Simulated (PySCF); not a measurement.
**[BiCl4]−: other functionals and bases at one geometry**

An exercise on one series of results from a longer session: the logs are not shown, and one member is left open.

Method: several levels, as the steps say, no spin–orbit coupling; program: PySCF 2.14.0.

3 further runs of the same task are left out: 2 for a known fault of the program, 1 that didn't finish.

## The starting structure

5 atoms, charge -1, spin multiplicity 1.

Bond lengths: Bi1–Cl2 2.610 Å, Bi1–Cl3 2.610 Å, Bi1–Cl4 2.610 Å, Bi1–Cl5 2.610 Å. Angles: Cl2–Bi1–Cl3 84.5°, Cl2–Bi1–Cl4 144.0°, Cl2–Bi1–Cl5 84.5°, Cl3–Bi1–Cl4 84.5°, Cl3–Bi1–Cl5 144.0°, Cl4–Bi1–Cl5 84.5°.

Coordinates:

```
Bi    0.0000    0.0000    0.4792
Cl    2.4822    0.0000   -0.3280
Cl    0.0000    2.4822   -0.3280
Cl   -2.4822    0.0000   -0.3280
Cl    0.0000   -2.4822   -0.3280
```

Formal oxidation states: Bi +3. An earlier session relaxed this geometry at PBE, Bi def2-SVP with ECP60, Cl def2-SVP (singlet, point group C4v).

At PBE on the finer grid: E = -2054.365169 Eh, HOMO -1.87 eV, LUMO 0.58 eV, Mulliken charge on Bi1 +0.75 e, largest force component 0.031 eV/Å. 

Levels to run: B3LYP; BP86; revPBE; r2SCAN; PBE, TZVP; PBE, x2c-SVP. Hardware: 2 threads of Arm Neoverse V1, shared host.

Set-up of the first run:

run.py (the lines that set the calculation) reads:

```python
mol = gto.M(atom='''
Bi     0.00000     0.00000     0.47919
Cl     2.48217     0.00000    -0.32797
Cl     0.00000     2.48217    -0.32797
Cl    -2.48217     0.00000    -0.32797
Cl     0.00000    -2.48217    -0.32797''',
    basis={'Bi': 'def2-SVP', 'Cl': 'def2-SVP'},
    ecp={'Bi': 'def2-SVP'},
    charge=-1, spin=0)
mf = dft.RKS(mol, xc='B3LYP')
mf.grids.atom_grid = (75, 302)
mf = mf.density_fit()  # fitting sets: Bi def2-universal-JKFIT, Cl def2-universal-JKFIT
mf.conv_tol = 1e-08; mf.max_cycle = 55
mf.kernel(dm0)  # dm0: the density of the relaxed state
```

Started as:

```sh
> OMP_NUM_THREADS=2 python run.py
```

Among the steps run: B3LYP; BP86; revPBE; r2SCAN; PBE, TZVP; PBE, x2c-SVP.

One of the session's tables, all rows but one given; the rest of the session is left out.

| level | HOMO (eV) | gap (eV) | charge on Bi1 (e) | dipole (D) | largest force component (eV/Å) |
| --- | --- | --- | --- | --- | --- |
| PBE (relaxed here) | -1.87 | 2.46 | 0.75 | 4.26 | 0.03 |
| B3LYP | -2.97 | 3.92 | 0.85 | 4.48 | 0.01 |
| BP86 | -1.98 | 2.43 | 0.75 | 4.25 | 0.05 |
| revPBE | -1.86 | 2.49 | 0.79 | 4.34 | 0.15 |
| r2SCAN | -2.36 | 2.80 | 0.90 | 4.51 | 0.16 |
| PBE, TZVP | ? | ? | ? | ? | ? |
| PBE, x2c-SVP | -1.84 | 2.44 | 0.74 | 4.30 | 0.83 |

Q: Estimate the row for PBE, TZVP from the others.

The run gave: HOMO (eV): -2.46; gap (eV): 2.55; charge on Bi1 (e): 0.90; dipole (D): 4.42; largest force component (eV/Å): 0.18. In the column «HOMO (eV)» it lies between B3LYP (-2.97) and r2SCAN (-2.36).

The dipole of a charged species depends on the origin, so these sizes hold for this origin alone.

In one basis the HOMO–LUMO gap runs from 2.43 eV (BP86) to 3.92 eV (B3LYP). The largest leftover force, 0.83 eV/Å with PBE, x2c-SVP, stands at a geometry relaxed at another level. Total energies of different levels can't be compared.
